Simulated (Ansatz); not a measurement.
**ClH4O4Ta: one species, many methods**

An exercise on one series of results from a longer session: the logs are not shown, and one member is left open.

Method: functionals in def2-TZVPP, the program's frozen cores in correlated methods; program: Ansatz 0.2.0, Gaussian basis.

The runs, in order: PBE-D4, r2SCAN-D4, PBE0-D4, B3LYP-D4, ωB97X-V, ωB97M-V, B2PLYP; CCSD(T)/def2-TZVPP; MP2/def2-QZVPP; extrapolation to the limit.

### Structure used throughout

All runs share one geometry, relaxed beforehand with PBE0-D4 in a triple-zeta def2 set. Ta takes the def2 core potential; no spin-orbit term is included.

10 atoms, charge 0, spin multiplicity 1.

Atoms are counted from 1 here; the program's logs count them from 0.

Bond lengths: O1–Ta2 1.902 Å, O1–H7 0.956 Å, Ta2–O3 1.902 Å, Ta2–O4 1.896 Å, Ta2–O5 1.896 Å, Ta2–Cl6 2.401 Å, O3–H8 0.956 Å, O4–H9 0.960 Å, O5–H10 0.960 Å. Angles: Ta2–O1–H7 135.4°, O1–Ta2–O3 166.0°, O1–Ta2–O4 93.7°, O1–Ta2–O5 94.2°, O1–Ta2–Cl6 83.0°, O3–Ta2–O4 94.2°, O3–Ta2–O5 93.7°, O3–Ta2–Cl6 83.0°, O4–Ta2–O5 112.1°, O4–Ta2–Cl6 123.9°, O5–Ta2–Cl6 124.0°, Ta2–O3–H8 135.4°, Ta2–O4–H9 121.6°, Ta2–O5–H10 121.6°.

Geometry (Å):

```xyz
10
ClH4O4Ta
O    -1.5335   -0.4396   -1.0358
Ta    0.0002    0.0009   -0.0005
O     1.4343    0.0408    1.2486
O     1.1323    0.1408   -1.5148
O    -0.6784    1.6864    0.5408
Cl   -0.5135   -2.0687    1.1025
H    -2.1430   -1.1758   -1.0716
H     1.7231   -0.5136    1.9723
H     2.0762    0.2921   -1.4243
H    -1.4978    2.0367    0.1829
```

Set-up of the first run:

in.yaml

```yaml
crystal:
  periodic: [false, false, false]
  atoms:
    - {symbol: O, position_ang: [-1.533527, -0.439648, -1.035829]}
    - {symbol: Ta, position_ang: [0.000244, 0.000932, -0.000507]}
    - {symbol: O, position_ang: [1.434289, 0.040823, 1.248621]}
    - {symbol: O, position_ang: [1.132315, 0.140769, -1.514845]}
    - {symbol: O, position_ang: [-0.678410, 1.686417, 0.540798]}
    - {symbol: Cl, position_ang: [-0.513530, -2.068675, 1.102452]}
    - {symbol: H, position_ang: [-2.142981, -1.175775, -1.071584]}
    - {symbol: H, position_ang: [1.723127, -0.513637, 1.972331]}
    - {symbol: H, position_ang: [2.076228, 0.292132, -1.424336]}
    - {symbol: H, position_ang: [-1.497756, 2.036652, 0.182910]}
basis:
  gaussian: {orbitals: def2-TZVPP}
hamiltonian: {xc: pbe, dispersion: d4}
output: {forces: true, orbitals: {seedname: orbitals}}
```

Started as:

```
> ansatz run in.yaml --threads 2 --pin off --events-out ev --progress --plain --max-ram 32768MiB --backend cuda --devices 0, --max-vram 18GiB
```

Among the steps run: PBE-D4 (GGA); r2SCAN-D4 (meta-GGA); PBE0-D4 (hybrid); B3LYP-D4 (hybrid); ωB97X-V (range-separated); ωB97M-V (range-separated); B2PLYP (double hybrid).

One table of the session follows, with a row left open; its other results are not shown here.

It belongs to the step «Frontier levels by functional». 

| functional | HOMO (eV) | gap (eV) |
| --- | --- | --- |
| PBE-D4 | -6.75 | 4.69 |
| r2SCAN-D4 | -7.11 | 5.20 |
| PBE0-D4 | -8.23 | 7.00 |
| B3LYP-D4 | -7.96 | 6.48 |
| ωB97X-V | -10.68 | 11.66 |
| ωB97M-V | ? | ? |

**Question.** Estimate the row for ωB97M-V.

The run gave: HOMO (eV): -10.54; gap (eV): 11.45. In the column «HOMO (eV)» it lies between ωB97X-V (-10.68) and PBE0-D4 (-8.23).
